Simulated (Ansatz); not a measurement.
# TlAu3, space group Pm-3m: a check of PAW against all-electron LAPW

Program: Ansatz 0.2.0 through its Python package.

`paw_lapw_tlau3.py`
```python
"""PAW against all-electron LAPW for TlAu3."""

import ansatz as az
import numpy as np


def count_gap(report):
    # lowest empty less highest filled band, counting bands; zero where they overlap
    return max(report.get("gap_by_band_count_ev") or 0.0, 0.0)


def main() -> None:
    lattice = az.Lattice.of(
        [4.326075, 0.0, 0.0],
        [0.0, 4.326075, 0.0],
        [0.0, 0.0, 4.326075],
    )
    sites = [
        ("Tl", [0.0, 0.0, 0.0]),
        ("Au", [0.0, 0.5, 0.5]),
        ("Au", [0.5, 0.0, 0.5]),
        ("Au", [0.5, 0.5, 0.0]),
    ]
    system = az.Crystal(lattice=lattice)
    for symbol, position in sites:
        system = system.atom(symbol, position)

    model = (
        system.calculation()
        .occupations("fermi_dirac", width=0.05)
        .functional("pbesol")
        .kpoints(density=3.8)
        .stress()
        .forces()
        .band_table()
    )
    variants = {
        "PAW": model.pseudopotentials("paw"),
        "LAPW": model.pseudopotentials("all_electron", lapw=True),
    }
    # totals differ by the cores that each treatment holds, so compare what does not depend on them
    rows = []
    for label, variant in variants.items():
        report = variant.run(threads=1, pin="off").report
        levels = np.array(report["eigenvalues_ev"][0]) - report["fermi_energy_ev"]
        print(label, "levels at the first k-point near E_F:", np.round(levels[np.abs(levels) < 5], 3))
        rows.append((label, report["n_electrons"], np.trace(report["stress_gpa"]) / 3, count_gap(report)))
    lines = [",".join(["treatment", "electrons in bands", "P GPa", "gap by band count eV"])] + [",".join(f"{v:.4f}" if isinstance(v, float) else str(v) for v in row) for row in rows]
    print("\n".join(lines))
    with open("paw_lapw.csv", "w") as handle:
        handle.write("\n".join(lines) + "\n")


if __name__ == "__main__":
    main()
```

```console
$ python paw_lapw_tlau3.py
DeckWarning: basis.ecutwfc = 420 eV, auto-derived from the records' recommended cutoffs: set by Tl (normal level)
PAW levels at the first k-point near E_F: [-4.948 -4.948 -3.359 -3.359 -3.359 -2.73  -2.73  -2.3   -1.966 -1.966
 -1.966 -0.054 -0.054 -0.054  1.166  3.5    3.5  ]
LAPW levels at the first k-point near E_F: [-4.946 -4.946 -3.357 -3.357 -3.357 -2.731 -2.731 -2.298 -1.966 -1.966
 -1.966 -0.054 -0.054 -0.054  1.167  3.499  3.499]
treatment,electrons in bands,P GPa,gap by band count eV
PAW,70.0000,-7.9049,0.0000
LAPW,164.0000,-7.9083,0.0000
```
(Warnings from the package without file and line.)

PAW gives -7.905 GPa and LAPW -7.908 GPa, 0.003 GPa apart. They took 3.9 and 68.7 s of processor time.

What to keep in mind:
- The mesh is modest for a metal, so energies can be off by several to tens of meV an atom and pressures by half a GPa or more; differences at equal mesh fare better.
- A gap by band count of zero or less means overlapping bands, a metal.
- At these settings the cell as given stands under about -8 GPa, so it isn't at this functional's equilibrium volume.
- The structure comes from a database of computed cells and needn't be a stable or known phase.
- Gaps and levels are Kohn-Sham values on a finite set of k-points, without spin-orbit coupling.
- Pressure is positive in compression; the treatments may keep other shells as core, so totals and counts of electrons can differ.
- Wall time of the script: 74 s on 1 thread of Arm Neoverse V1, on a shared host, peak memory 0.79 GiB.
